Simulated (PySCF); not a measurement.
# Cs2+: bond curves at several levels of theory

One table from this session's results is given with a row withheld; the runs are named, their logs left out.

The runs use PySCF 2.14.0; Cs def2-SVP with ECP46, scalar-relativistic core potentials.

The first run:

Settings of the job:

```yaml
atoms: Cs, Cs
charge: 1
basis: Cs def2-SVP with ECP46
Hamiltonian: scalar-relativistic core potentials
basis_functions: 48
electrons_treated: 17
masses_in_u: 132.9054, 132.9054
levels: PBE0, PBE, r²SCAN, M06-2X, revPBE, M06-L, HF, MP2, SCS-MP2, CCSD, CCSD(T)
grid: 80 radial by 434 angular points
occupations: held fixed by the projection of orbital angular momentum
dissociation_limit: Cs+ + Cs, each in its ground configuration
starting_distance_in_angstrom: 4.510
values_of_2S_to_try: 1, 3
```

The run is started by

```
> OMP_NUM_THREADS=1 python dia.py task.json out
```

Steps of the session up to this table: The job; The PBE0 curve of the state that the search chose; Excited determinants; PBE (GGA); r²SCAN; M06-2X; revPBE (GGA); M06-L (meta-GGA); UHF; Correlated methods on the Hartree–Fock reference.

One table of the session follows, with a row left open; its other results are not shown here.

It belongs to the step «The curves together». Energy (eV) from each level's lowest point:

| R (Å) | UHF | UHF-MP2 | UHF-SCS-MP2 | UHF-CCSD | UHF-CCSD(T) |
| --- | --- | --- | --- | --- | --- |
| 4.719 | 0.171 | 0.091 | 0.103 | n/a | n/a |
| 4.938 | 0.101 | 0.045 | 0.053 | 0.043 | 0.041 |
| 5.158 | 0.052 | 0.016 | 0.021 | 0.015 | 0.014 |
| 5.322 | ? | ? | ? | ? | ? |
| 5.487 | 0.012 | 0.000 | 0.000 | 0.000 | 0.000 |
| 5.652 | 0.003 | 0.001 | 0.000 | 0.002 | 0.002 |
| 5.871 | 0.000 | 0.011 | 0.007 | 0.012 | 0.013 |
| 6.145 | 0.009 | 0.032 | 0.027 | 0.034 | 0.035 |
| 6.475 | 0.032 | 0.068 | 0.060 | 0.070 | 0.071 |
| 6.914 | 0.078 | 0.125 | 0.116 | n/a | n/a |

**Question.** Estimate the row for R (Å) = 5.322.

Worked estimate for «UHF». A straight line through the neighbours (5.158, 0.052) and (5.487, 0.012) gives 0.052 + (0.012 − 0.052) × (5.322 − 5.158) / (5.487 − 5.158) = 0.032; a parabola fitted to 4 rows on both sides gives 0.028.

**Answer.** UHF: 0.028; UHF-MP2: 0.005; UHF-SCS-MP2: 0.007; UHF-CCSD: 0.004; UHF-CCSD(T): 0.004. In «UHF» the line misses by +0.004 and the parabola by 0.000.
